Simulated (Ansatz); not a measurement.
# GaH3S: small, medium and large basis sets

One table from this session's results is given with a row withheld; the runs are named, their logs left out.

Computed with Ansatz 0.2.0, Gaussian basis. Level: one geometry, several basis sets.

Plan: PBE0-D4/def2-SVP; ωB97M-V/def2-SVP; PBE0-D4/def2-QZVPP; ωB97M-V/def2-QZVPP; the functionals' def2-TZVPP values are taken from earlier runs.

### Structure used throughout

An earlier PBE0-D4 in a triple-zeta def2 set relaxation fixed the geometry.

SMILES `[SH][GaH2]`, 5 atoms, charge 0, spin multiplicity 1.

Atoms are counted from 1 here; the program's logs count them from 0.

Bond lengths: S1–Ga2 2.199 Å, S1–H3 1.343 Å, Ga2–H4 1.559 Å, Ga2–H5 1.560 Å. Angles: Ga2–S1–H3 95.0°, S1–Ga2–H4 115.2°, S1–Ga2–H5 118.1°, H4–Ga2–H5 126.7°.

The first run:

Contents of in.yaml:

```yaml
crystal:
  periodic: [false, false, false]
  atoms:
    - {symbol: S, position_ang: [0.039028, -1.453292, 0.684428]}
    - {symbol: Ga, position_ang: [-0.329273, 0.433183, -0.383447]}
    - {symbol: H, position_ang: [1.263831, -1.108351, 1.113276]}
    - {symbol: H, position_ang: [-1.711174, 0.532479, -1.097898]}
    - {symbol: H, position_ang: [0.787487, 1.522382, -0.357758]}
basis:
  gaussian: {orbitals: def2-SVP}
hamiltonian: {xc: pbe0, dispersion: d4}
output: {orbitals: {seedname: orbitals}}
```

Steps of the session up to this table: PBE0-D4 in def2-SVP; ωB97M-V in def2-SVP; PBE0-D4 in def2-QZVPP; ωB97M-V in def2-QZVPP.

One table of the session follows, with a row left open; its other results are not shown here.

It belongs to the step «Density functionals: the series». 

| functional | basis | HOMO (eV) | LUMO (eV) |
| --- | --- | --- | --- |
| PBE0-D4 | def2-SVP | -7.64 | -1.41 |
| PBE0-D4 | def2-TZVPP | ? | ? |
| PBE0-D4 | def2-QZVPP | -7.75 | -1.55 |
| ωB97M-V | def2-SVP | -9.76 | 0.35 |
| ωB97M-V | def2-TZVPP | -9.90 | 0.20 |
| ωB97M-V | def2-QZVPP | -9.92 | 0.04 |

Q: Estimate the row for PBE0-D4, def2-TZVPP from the others.

**Answer.** HOMO (eV): -7.73; LUMO (eV): -1.51. In the column «HOMO (eV)» it lies between PBE0-D4, def2-QZVPP (-7.75) and PBE0-D4, def2-SVP (-7.64).
